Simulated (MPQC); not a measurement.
# InH2Cl (SMILES [H][In]([H])[Cl]), run twice

Aim: energy and gradient of InH2Cl at UHF/3-21G.

The calculation is run with MPQC 2.3.1.

5 further runs of the same task are left out: 1 that didn't finish, 4 set aside as unsound or not needed.

**1. The molecule**

InH2Cl: 4 atoms, total charge 0, spin state singlet. SMILES: `[H][In]([H])[Cl]`. Geometry: a GFN2-xTB relaxation, a rough one for these elements and not checked as a minimum.

Bond lengths: In1–Cl4 2.278 Å, In1–H2 1.713 Å, In1–H3 1.713 Å. Angles: H2–In1–Cl4 120.3°, H3–In1–Cl4 120.3°, H2–In1–H3 119.4°.

**2. First attempt**

The input, input.in:

```
molecule<Molecule>: (
  symmetry = c1
  unit = bohr
  { atoms geometry } = {
    In [ 0.070210       0.117850      -0.000370 ]
    H  [ 1.783010       0.101380       0.011370 ]
    H  [ -0.755080       1.618480      -0.019870 ]
    Cl [ -1.098140      -1.837720       0.008870 ]
  }
)
basis<GaussianBasisSet>: (
  name = "3-21G"
  molecule = $:molecule
  basisdir = "."
  puream = no
)
mpqc: (
  checkpoint = no
  savestate = no
  restart = no
  do_energy = yes
  do_gradient = yes
  optimize = no
  mole<UHF>: (
    molecule = $:molecule
    basis = $:basis
    total_charge = 0
    multiplicity = 1
    memory = 1000000000
    print_evals = yes
    maxiter = 76
  )
)
```

The basis set 3-21G is read from a file made from the Basis Set Exchange's data (not shown).

The run is started by

```sh
$ mpqc input.in > input.out
```

Standard output:

```text
MPQC: Massively Parallel Quantum Chemistry
                                   Version 2.3.1

  Using IntegralV3 by default for molecular integrals evaluation

  USCF::init: total charge = 0

  alpha = [ 34 ]
  beta  = [ 34 ]

  Molecular formula H2ClIn

  MPQC options:
    matrixkit     = <ReplSCMatrixKit>
    restart       = no
    checkpoint    = no
    savestate     = no
    do_energy     = yes
    do_gradient   = yes
    optimize      = no
    write_pdb     = no
    print_mole    = yes
    print_timings = yes

  SCF::compute: energy accuracy = 1.0000000e-08

  nuclear repulsion energy =  433.0116571024

  Starting from core Hamiltonian guess

  Using symmetric orthogonalization.
  n(basis):            50
  Maximum orthogonalization residual = 5.94978
  Minimum orthogonalization residual = 0.00126812
  Beginning iterations.  Basis is 3-21G.
  iter     1 energy = -6163.2788743757 delta = 5.26753e-01
  iter     2 energy = -6168.9456911992 delta = 2.99519e-01
  iter     3 energy = -6169.2784053271 delta = 1.40934e-01
  iter     4 energy = -6169.2976577971 delta = 1.30553e-02
  iter     5 energy = -6169.3015470651 delta = 6.44193e-03
  iter     6 energy = -6169.3025950704 delta = 4.27007e-03
  iter     7 energy = -6169.3027337469 delta = 1.56684e-03
  iter     8 energy = -6169.3027620490 delta = 8.26559e-04
  iter     9 energy = -6169.3027652104 delta = 2.46191e-04
  iter    10 energy = -6169.3027657882 delta = 1.01005e-04
  iter    11 energy = -6169.3027668444 delta = 3.61219e-05
  iter    12 energy = -6169.3027668683 delta = 1.22490e-05
  iter    13 energy = -6169.3027668838 delta = 1.03881e-05
  iter    14 energy = -6169.3027668941 delta = 1.02498e-05
  iter    15 energy = -6169.3027668969 delta = 5.22599e-06
  iter    16 energy = -6169.3027668980 delta = 2.74780e-06
  iter    17 energy = -6169.3027668981 delta = 9.69034e-07
  iter    18 energy = -6169.3027668984 delta = 1.08444e-06
  iter    19 energy = -6169.3027668985 delta = 1.57439e-06
  iter    20 energy = -6169.3027668986 delta = 5.88336e-07
  iter    21 energy = -6169.3027668982 delta = 3.56089e-07
  iter    22 energy = -6169.3027668983 delta = 1.50856e-07
  iter    23 energy = -6169.3027668983 delta = 8.40252e-08
  iter    24 energy = -6169.3027668983 delta = 3.55675e-08
  iter    25 energy = -6169.3027668983 delta = 2.03830e-08
  iter    26 energy = -6169.3027668983 delta = 1.14454e-08

  <S^2>exact = 0.000000
  <S^2>      = -0.000000

  total scf energy = -6169.3027668983

  SCF::compute: gradient accuracy = 1.0000000e-06

  Total Gradient:
       1  In  -2.0965470009  -3.5089717069   0.0159106760
       2   H  -1.6939780814  -0.0149308894  -0.0113576908
       3   H   0.7891701028  -1.4996862977   0.0192106338
       4  Cl   3.0013549795   5.0235888939  -0.0237636190
Value of the MolecularEnergy: -6169.3027668983

  Gradient of the MolecularEnergy:
      1  -2.0965470009
      2  -3.5089717069
      3   0.0159106760
      4  -1.6939780814
      5  -0.0149308894
      6  -0.0113576908
      7   0.7891701028
      8  -1.4996862977
      9   0.0192106338
     10   3.0013549795
     11   5.0235888939
     12  -0.0237636190

  Function Parameters:
    value_accuracy    = 6.791195e-09 (1.000000e-08) (computed)
    gradient_accuracy = 6.791195e-07 (1.000000e-06) (computed)
    hessian_accuracy  = 0.000000e+00 (1.000000e-04)

  Molecule:
    Molecular formula: H2ClIn
    molecule<Molecule>: (
      symmetry = c1
      unit = "bohr"
      {  n atoms                        geometry                     }={
         1    In [    0.0702100000     0.1178500000    -0.0003700000]
         2     H [    1.7830100000     0.1013800000     0.0113700000]
         3     H [   -0.7550800000     1.6184800000    -0.0198700000]
         4    Cl [   -1.0981400000    -1.8377200000     0.0088700000]
      }
    )
    Atomic Masses:
      114.82000    1.00783    1.00783   34.96885

  Electronic basis:
    GaussianBasisSet:
      nbasis = 50
      nshell = 24
      nprim  = 54
      name = "3-21G"
  SCF Parameters:
    maxiter = 76
    density_reset_frequency = 10
    level_shift = 0.250000

  UnrestrictedSCF Parameters:
    charge = 0.0000000000
    nalpha = 34
    nbeta = 34
    alpha = [ 34 ]
    beta  = [ 34 ]

                               CPU Wall
mpqc:                         4.19 4.19
  calc:                       4.18 4.19
    compute gradient:         0.33 0.33
      nuc rep:                0.00 0.00
      one electron gradient:  0.01 0.01
      overlap gradient:       0.00 0.00
      two electron gradient:  0.32 0.32
    vector:                   3.86 3.86
      density:                0.00 0.00
      evals:                  0.03 0.03
      extrap:                 0.02 0.02
      fock:                   3.65 3.65
  input:                      0.00 0.00
```

Run time: 4.5 s. Hardware: 1 thread of Arm Neoverse V2, shared host; peak memory 0.17 GiB.

**3. Reading the log**

The program ended normally, but the settings are unsound, so its numbers aren't properties of the molecule.

What is wrong: numbers in ångström are read as bohr, which shrinks the molecule to 0.53 of its size. As the program read them, the closest atoms are 0.91 Å apart, against 1.71 Å in the sound input.

**4. The mended input**

The input, input.in:

```
molecule<Molecule>: (
    symmetry = c1
    unit = angstrom
    { atoms geometry } = {
        In [ 0.070210     0.117850    -0.000370 ]
        H  [ 1.783010     0.101380     0.011370 ]
        H  [ -0.755080     1.618480    -0.019870 ]
        Cl [ -1.098140    -1.837720     0.008870 ]
    }
)
basis<GaussianBasisSet>: (
    name = "3-21G"
    molecule = $:molecule
    basisdir = "."
    puream = no
)
mpqc: (
    checkpoint = no
    savestate = no
    restart = no
    do_energy = yes
    do_gradient = yes
    optimize = no
    mole<UHF>: (
        molecule = $:molecule
        basis = $:basis
        total_charge = 0
        multiplicity = 1
        memory = 1000000000
        print_evals = yes
        maxiter = 60
    )
)
```

The basis set 3-21G is read from a file made from the Basis Set Exchange's data (not shown).

The run is started by

```sh
$ mpqc input.in > input.out
```

Standard output:

```text
MPQC: Massively Parallel Quantum Chemistry
                                   Version 2.3.1

  Using IntegralV3 by default for molecular integrals evaluation

  USCF::init: total charge = 0

  alpha = [ 34 ]
  beta  = [ 34 ]

  Molecular formula H2ClIn

  MPQC options:
    matrixkit     = <ReplSCMatrixKit>
    restart       = no
    checkpoint    = no
    savestate     = no
    do_energy     = yes
    do_gradient   = yes
    optimize      = no
    write_pdb     = no
    print_mole    = yes
    print_timings = yes

  SCF::compute: energy accuracy = 1.0000000e-08

  nuclear repulsion energy =  229.1399174904

  Starting from core Hamiltonian guess

  Using symmetric orthogonalization.
  n(basis):            50
  Maximum orthogonalization residual = 4.21334
  Minimum orthogonalization residual = 0.00127345
  Beginning iterations.  Basis is 3-21G.
  iter     1 energy = -6162.9581324649 delta = 4.87930e-01
  iter     2 energy = -6170.7406705843 delta = 3.84702e-01
  iter     3 energy = -6173.1565171851 delta = 2.13530e-01
  iter     4 energy = -6173.5614942545 delta = 4.68734e-02
  iter     5 energy = -6173.5749488196 delta = 6.83252e-03
  iter     6 energy = -6173.5775141351 delta = 3.07932e-03
  iter     7 energy = -6173.5779485853 delta = 1.15684e-03
  iter     8 energy = -6173.5780409608 delta = 5.33376e-04
  iter     9 energy = -6173.5780570652 delta = 1.83266e-04
  iter    10 energy = -6173.5780611734 delta = 9.53890e-05
  iter    11 energy = -6173.5780571901 delta = 4.41844e-05
  iter    12 energy = -6173.5780573249 delta = 1.38591e-05
  iter    13 energy = -6173.5780573699 delta = 8.57851e-06
  iter    14 energy = -6173.5780573801 delta = 3.80786e-06
  iter    15 energy = -6173.5780573849 delta = 4.84718e-06
  iter    16 energy = -6173.5780573852 delta = 9.61901e-07
  iter    17 energy = -6173.5780573852 delta = 2.48031e-07
  iter    18 energy = -6173.5780573852 delta = 1.18384e-07
  iter    19 energy = -6173.5780573852 delta = 4.01643e-08
  iter    20 energy = -6173.5780573852 delta = 2.04432e-08
  iter    21 energy = -6173.5780573844 delta = 1.00471e-08

  <S^2>exact = 0.000000
  <S^2>      = -0.000000

  total scf energy = -6173.5780573844

  SCF::compute: gradient accuracy = 1.0000000e-06

  Total Gradient:
       1  In  -0.0219296413  -0.0365855594   0.0001880881
       2   H  -0.0130897530   0.0053106370  -0.0001441884
       3   H   0.0109124779  -0.0090584312   0.0001514504
       4  Cl   0.0241069164   0.0403333536  -0.0001953501
Value of the MolecularEnergy: -6173.5780573844

  Gradient of the MolecularEnergy:
      1   -0.0219296413
      2   -0.0365855594
      3    0.0001880881
      4   -0.0130897530
      5    0.0053106370
      6   -0.0001441884
      7    0.0109124779
      8   -0.0090584312
      9    0.0001514504
     10    0.0241069164
     11    0.0403333536
     12   -0.0001953501

  Function Parameters:
    value_accuracy    = 1.908963e-09 (1.000000e-08) (computed)
    gradient_accuracy = 1.908963e-07 (1.000000e-06) (computed)
    hessian_accuracy  = 0.000000e+00 (1.000000e-04)

  Molecule:
    Molecular formula: H2ClIn
    molecule<Molecule>: (
      symmetry = c1
      unit = "angstrom"
      {  n atoms                        geometry                     }={
         1    In [    0.0702100000     0.1178500000    -0.0003700000]
         2     H [    1.7830100000     0.1013800000     0.0113700000]
         3     H [   -0.7550800000     1.6184800000    -0.0198700000]
         4    Cl [   -1.0981400000    -1.8377200000     0.0088700000]
      }
    )
    Atomic Masses:
      114.82000    1.00783    1.00783   34.96885

  Electronic basis:
    GaussianBasisSet:
      nbasis = 50
      nshell = 24
      nprim  = 54
      name = "3-21G"
  SCF Parameters:
    maxiter = 60
    density_reset_frequency = 10
    level_shift = 0.250000

  UnrestrictedSCF Parameters:
    charge = 0.0000000000
    nalpha = 34
    nbeta = 34
    alpha = [ 34 ]
    beta  = [ 34 ]

                               CPU Wall
mpqc:                         2.65 2.65
  calc:                       2.64 2.64
    compute gradient:         0.26 0.26
      nuc rep:                0.00 0.00
      one electron gradient:  0.01 0.01
      overlap gradient:       0.00 0.00
      two electron gradient:  0.25 0.25
    vector:                   2.38 2.38
      density:                0.00 0.00
      evals:                  0.02 0.02
      extrap:                 0.02 0.02
      fock:                   2.24 2.24
  input:                      0.00 0.00
```

Run time: 2.8 s. Hardware: 1 thread of Arm Neoverse V2, shared host; peak memory 0.12 GiB.

**5. Summary of results**

At UHF/3-21G:

```
                quantity           value
            total energy  -6173.57806 Eh
largest force on an atom      2.416 eV/Å
```

The first attempt's energy was +116.337 eV off this one. The largest force is 2.42 eV/Å: the shape isn't a stationary point for this species at this level. Relativity is left out although the molecule holds a heavy atom.
